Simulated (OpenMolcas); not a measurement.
**AlF3 (SMILES [F][Al]([F])[F]) at MP2/ANO-XS-VDZP (DKH2)**

What is the energy change on altering one bond length of AlF3 at MP2/ANO-XS-VDZP (DKH2)? 

The results are computed with OpenMolcas 26.06.

8 further runs of the same task are left out: 8 set aside as unsound or not needed.

## 1. The structure to begin with

AlF3: 4 atoms, total charge 0, spin state singlet. As SMILES, `[F][Al]([F])[F]`. The shape comes from GFN2-xTB, which is rough for such elements, and wasn't checked as a minimum.

Bond lengths: F1–Al2 1.631 Å, Al2–F3 1.631 Å, Al2–F4 1.631 Å. Angles: F1–Al2–F3 120.0°, F1–Al2–F4 120.0°, F3–Al2–F4 120.0°.

## 2. The energy at MP2/ANO-XS-VDZP (DKH2)

File coord.xyz:

```xyz
4

F      0.853170    -0.739720     1.177410
Al    -0.000070     0.000080     0.000090
F     -1.455060    -0.588140    -0.445350
F      0.601960     1.327780    -0.732160
```

File job.input:

```
* AlF3 MP2
&GATEWAY
COORD=coord.xyz
BASIS=ANO-XS-VDZP
GROUP=NoSym
&SEWARD
RELATIVISTIC=R02E00
&SCF
PRORBITALS=1 1
&MBPT2
FROZEN=0
```

The run is started by

```sh
$ export MOLCAS_MEM=1860
$ pymolcas job.input > job.log
```

What it wrote:

```text
--- Start Module: gateway ---
[...]
--- Stop Module: gateway /rc=_RC_ALL_IS_WELL_ ---
[...]
      Basis functions           60
[...]
--- Start Module: scf ---
[...]
       Convergence after   9 Iterations
[...]
::    Total SCF energy                               -541.1224379148
[...]
      Total spin, S                                     0.0000000000
[...]
      Total electronic charge=   40.000000
      Total            charge=   -0.000000
[...]
      Dipole Moment (debye):
      Origin of the operator (angstrom)=   -0.0000    0.0000    0.0000
                   X= -8.6292E-04               Y=  9.7714E-04               Z=  1.1278E-03           Total=  1.7238E-03
      Quadrupole Moment (debye*angstrom):
[...]
--- Stop Module: scf /rc=_RC_ALL_IS_WELL_ ---
[...]
--- Start Module: mbpt2 ---
[...]
WARNING!
Default frozen orbitals as non valence orbitals is overwritten by user input.
Default values:   5
[...]
       Reference weight ( Cref**2 )         =        0.88268
::    Total MBPT2 energy                             -541.7346721777
[...]
      Total MBPT2 calculations                           0.11      0.15
--- Stop Module: mbpt2 /rc=_RC_ALL_IS_WELL_ ---
[...]
```

Wall time 2.9 s (1 thread of Arm Neoverse V1, shared host); peak memory 0.4 GiB.

## 3. The distorted shape at the same level

File coord.xyz:

```xyz
4

F      1.066466    -0.924658     1.471721
Al    -0.000070     0.000080     0.000090
F     -1.455060    -0.588140    -0.445350
F      0.601960     1.327780    -0.732160
```

File job.inp:

```
&GATEWAY
 Coord=coord.xyz
 Basis=ANO-XS-VDZP
 Group=NoSym

&SEWARD
 Relativistic=R02E00

&SCF
 PrOrbitals=1 1

&MBPT2
 Frozen=0
```

The run is started by

```sh
$ export MOLCAS_MEM=1860
$ pymolcas job.inp > job.log
```

What it wrote:

```text
--- Start Module: gateway ---
[...]
--- Stop Module: gateway /rc=_RC_ALL_IS_WELL_ ---
[...]
      Basis functions           60
[...]
--- Start Module: scf ---
[...]
       Convergence after  10 Iterations
[...]
::    Total SCF energy                               -541.0693375923
[...]
      Total spin, S                                     0.0000000000
[...]
      Total electronic charge=   40.000000
      Total            charge=   -0.000000
[...]
      Dipole Moment (debye):
      Origin of the operator (angstrom)=    0.0482   -0.0418    0.0666
                   X= -7.8632E-01               Y=  6.8201E-01               Z= -1.0827E+00           Total=  1.5019E+00
      Quadrupole Moment (debye*angstrom):
[...]
--- Stop Module: scf /rc=_RC_ALL_IS_WELL_ ---
[...]
--- Start Module: mbpt2 ---
[...]
WARNING!
Default frozen orbitals as non valence orbitals is overwritten by user input.
Default values:   5
[...]
       Reference weight ( Cref**2 )         =        0.87657
::    Total MBPT2 energy                             -541.6912298136
[...]
      Total MBPT2 calculations                           0.12      0.15
--- Stop Module: mbpt2 /rc=_RC_ALL_IS_WELL_ ---
[...]
```

Wall time 2.9 s (1 thread of Arm Neoverse V1, shared host); peak memory 0.4 GiB.

## 4. What came out

Level: MP2/ANO-XS-VDZP (DKH2).

| quantity | value |
| --- | --- |
| first shape: total energy | -541.73467 Eh |
| first shape: dipole moment (mean-field density) | 0.00 D |
| first shape: HOMO energy (Hartree–Fock orbitals) | -17.19 eV |
| first shape: LUMO energy (Hartree–Fock orbitals) | 1.61 eV |
| first shape: HOMO–LUMO gap (Hartree–Fock orbitals) | 18.79 eV |
| first shape: correlation energy | -612.2 mEh |
| distorted shape: total energy | -541.69123 Eh |
| distorted shape: dipole moment (mean-field density) | 1.50 D |
| distorted shape: HOMO energy (Hartree–Fock orbitals) | -15.58 eV |
| distorted shape: LUMO energy (Hartree–Fock orbitals) | 0.68 eV |
| distorted shape: HOMO–LUMO gap (Hartree–Fock orbitals) | 16.26 eV |
| distorted shape: correlation energy | -621.9 mEh |
| energy change with the F1–Al2 bond stretched from 1.631 to 2.039 Å | 1.182 eV |

In words: With the F1–Al2 bond stretched from 1.631 to 2.039 Å the energy rises by 1.18 eV (27 kcal/mol). The first shape isn't relaxed at this level, so the change isn't measured from a minimum.
